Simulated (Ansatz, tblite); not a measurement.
# The cluster Ca4Te4: rung by rung

How do method and basis change the picture of the cluster Ca4Te4 (singlet)?

Method: as each input shows; program: Ansatz 0.2.0, Gaussian basis.

The runs, in order: GFN1-xTB, GFN2-xTB, PBE-D4/def2-TZVP, r2SCAN-D4/def2-TZVP, revPBE-D4/def2-TZVP, PBE-D4/def2-SVP, PBE0-D4/def2-SVP, PBE-D4/def2-TZVPD, MP2/def2-SVP, RPA/def2-SVP.

14 further runs of the same task are left out: 13 that didn't finish, 1 set aside as unsound or not needed.

## 1. The structure

The singlet was relaxed beforehand with r2SCAN-D4/def2-SVP. At that level it is the lowest of the isomers that a small search found.

8 atoms, charge 0, spin multiplicity 1.

Bond lengths: Ca1–Te5 3.014 Å, Ca1–Te6 3.013 Å, Ca1–Te7 3.013 Å, Ca2–Te6 3.013 Å, Ca2–Te7 3.013 Å, Ca2–Te8 3.013 Å, Ca3–Te5 3.013 Å, Ca3–Te7 3.013 Å, Ca3–Te8 3.013 Å, Ca4–Te5 3.013 Å, Ca4–Te6 3.014 Å, Ca4–Te8 3.013 Å. Angles: Te5–Ca1–Te6 101.1°, Te5–Ca1–Te7 101.1°, Te6–Ca1–Te7 101.1°, Te6–Ca2–Te7 101.1°, Te6–Ca2–Te8 101.1°, Te7–Ca2–Te8 101.1°, Te5–Ca3–Te7 101.1°, Te5–Ca3–Te8 101.1°, Te7–Ca3–Te8 101.1°, Te5–Ca4–Te6 101.1°, Te5–Ca4–Te8 101.1°, Te6–Ca4–Te8 101.1°, Ca1–Te5–Ca3 77.7°, Ca1–Te5–Ca4 77.6°, Ca3–Te5–Ca4 77.7°, Ca1–Te6–Ca2 77.7°, Ca1–Te6–Ca4 77.6°, Ca2–Te6–Ca4 77.7° and more.

Te takes a core potential in the def2 sets. No spin-orbit coupling is included.

PBE0-D4/def2-TZVP was run before; its log isn't repeated, and its numbers join the tables.

## 2. GFN1-xTB

Tight binding, by tblite at 300 K electronic temperature and without a spin-polarisation term:

```python
tblite.interface.Calculator('GFN1-xTB', numbers, positions, charge=0, uhf=0).singlepoint()
```

Energy -490.5056 eV, HOMO -7.24 eV, LUMO -4.07 eV; 0.013 s.

## 3. GFN2-xTB

Tight binding, by tblite at 300 K electronic temperature and without a spin-polarisation term:

```python
tblite.interface.Calculator('GFN2-xTB', numbers, positions, charge=0, uhf=0).singlepoint()
```

Energy -391.5371 eV, HOMO -6.36 eV, LUMO -4.16 eV; 0.026 s.

## 4. PBE-D4/def2-TZVP

start.molden holds the orbitals of an earlier run on this state, given as this run's starting guess.

in.yaml reads:

```yaml
crystal:
  periodic: [false, false, false]
  atoms:
    - {symbol: Ca, position_ang: [-1.988240, 1.027120, 0.587997]}
    - {symbol: Ca, position_ang: [1.691696, 0.738769, 1.396065]}
    - {symbol: Ca, position_ang: [-0.225095, -2.294615, 0.207426]}
    - {symbol: Ca, position_ang: [0.521748, 0.528775, -2.191326]}
    - {symbol: Te, position_ang: [-2.083381, -0.909830, -1.718672]}
    - {symbol: Te, position_ang: [0.278040, 2.824944, -0.254957]}
    - {symbol: Te, position_ang: [-0.643085, -0.651303, 2.697904]}
    - {symbol: Te, position_ang: [2.448317, -1.263849, -0.724426]}
basis:
  gaussian: {orbitals: def2-TZVP, initial_orbitals: start.molden}
hamiltonian: {xc: pbe, dispersion: d4}
scf: {omitted_lower_state_checks: [starts]}
output: {orbitals: {seedname: orbitals}}
```

Started as:

```bash
$ ansatz run in.yaml --threads 4 --pin off --events-out ev --progress --plain --max-ram 4787MiB
```

Further steps of the session: r2SCAN-D4/def2-TZVP; revPBE-D4/def2-TZVP; PBE-D4/def2-SVP; PBE0-D4/def2-SVP; PBE-D4/def2-TZVPD; MP2/def2-SVP; RPA/def2-SVP.

Q: Predict the results of all the runs planned. Wanted: gap in def2-TZVP, named functionals, smallest and largest; correlation energy, MP2/def2-SVP; binding an atom, functionals in def2-TZVP; PBE0 total energy, smallest basis above largest.

**Answer**, as computed:

```
                                                 quantity                                    value
gap in def2-TZVP, named functionals, smallest and largest      2.80 eV (PBE-D4), 4.19 eV (PBE0-D4)
                         correlation energy, MP2/def2-SVP                                -26.62 eV
                binding an atom, functionals in def2-TZVP  3.01 (revPBE-D4) to 3.22 eV (r2SCAN-D4)
          PBE0 total energy, smallest basis above largest            9.99 eV (def2-SVP, def2-TZVP)
```

Over the named functionals in def2-TZVP the gap runs from 2.80 eV (PBE-D4) to 4.19 eV (PBE0-D4); exact exchange widens it.
